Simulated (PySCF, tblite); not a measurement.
# C8H12ClF: geometry, infrared bands and NMR shifts

Wanted: the infrared bands and NMR shifts of C8H12ClF (`FC[C@H]1CCC/C(=C\Cl)C1`), by calculation.

Programs: tblite 0.8.0 and PySCF 2.14.0, with density-fitted response routines of our own. Each step states its level of theory. These are calculated values for one molecule in the gas phase, unless marked as measured. Atoms are numbered from 0 throughout.

## Step 1: The starting structure

22 atoms, charge 0, multiplicity 1; geometry from: force field or distance geometry start.

Bonds of the start (Å): F0–C1 1.37, C1–C2 1.51, C2–C3 1.54, C3–C4 1.53, C4–C5 1.52, C5–C6 1.51, C6–C7 1.34, C7–Cl8 1.71, C6–C9 1.51, C9–C2 1.54, C1–H10 1.09, C1–H11 1.09, C2–H12 1.10, C3–H13 1.11, C3–H14 1.09, C4–H15 1.09, C4–H16 1.10, C5–H17 1.09, C5–H18 1.10, C7–H19 1.08, C9–H20 1.10, C9–H21 1.09.

## Step 2: Relaxing the molecule with GFN2-xTB

The job: settings as JSON, then the geometry in Å.

```
{"job": {"kind": "relax", "xc": "GFN2-xTB", "basis": "xTB"}, "charge": 0, "multiplicity": 1}
F      2.978100    -0.632100     0.494700
C      2.542900     0.385200    -0.320400
C      1.035000     0.347400    -0.412800
C      0.546700    -0.953400    -1.068900
C     -0.980300    -1.028900    -1.123500
C     -1.628700    -0.819400     0.237600
C     -1.122000     0.458900     0.873500
C     -1.888300     1.460100     1.331600
Cl    -3.600600     1.490100     1.280000
C      0.380600     0.538700     0.972400
H      2.896000     1.321500     0.118300
H      3.014800     0.246100    -1.288000
H      0.712400     1.185500    -1.052500
H      0.922800    -1.819900    -0.488300
H      0.957200    -1.044200    -2.069900
H     -1.287100    -1.997800    -1.523200
H     -1.342900    -0.259400    -1.825600
H     -2.712800    -0.837200     0.122500
H     -1.372000    -1.658400     0.902000
H     -1.495500     2.359900     1.784700
H      0.697400     1.509400     1.392500
H      0.736000    -0.232600     1.662400
```

Started as:

```sh
$ OMP_NUM_THREADS=1 python probes_run.py task.json out
```

This one command runs all jobs of the session in turn.

**Question.** This job is followed by: GFN2-xTB harmonic vibrations, gas phase; GIAO PBE0/pcSseg-1 NMR shielding, non-relativistic, gas phase. Predict these results of the whole session: strongest single infrared mode (GFN2-xTB); zero-point energy (GFN2-xTB); ¹³C shifts against TMS (PBE0/pcSseg-1); ¹H shifts against TMS (PBE0/pcSseg-1); ¹⁹F shifts against CFCl3 (PBE0/pcSseg-1); ³⁵Cl shifts against HCl (PBE0/pcSseg-1).

As calculated:

| quantity | value |
| --- | --- |
| strongest single infrared mode (GFN2-xTB) | 2993 cm⁻¹, 79 km/mol |
| zero-point energy (GFN2-xTB) | 114.7 kcal/mol |
| ¹³C shifts against TMS (PBE0/pcSseg-1) | 150.4, 121.5, 90.7, 46.0, 39.9, 32.3, 31.8, 30.5 ppm |
| ¹H shifts against TMS (PBE0/pcSseg-1) | 5.93, 4.71, 4.67, 3.15, 2.45, 2.07, 1.94, 1.72, 1.67, 1.65, 1.27, 1.08 ppm |
| ¹⁹F shifts against CFCl3 (PBE0/pcSseg-1) | -265.9 ppm |
| ³⁵Cl shifts against HCl (PBE0/pcSseg-1) | 172 ppm |

The optimisation took 31 steps and gained 0.071 eV; among the close pairs (by a distance rule), C5–C6 changed most, from 1.515 to 1.497 Å. All 60 modes are real, so the xTB geometry is a minimum. Unscaled tight-binding wavenumbers are off by several per cent, some by more. Its intensities can rank the bands wrongly. The most deshielded hydrogen is H19 (hydrogen on an alkene CH), at 5.93 ppm: attached to an sp2 carbon and in the plane of the double bond. At PBE0/pcSseg-1: The largest span, 395 ppm, is at Cl8, where the paramagnetic term is -368 ppm.
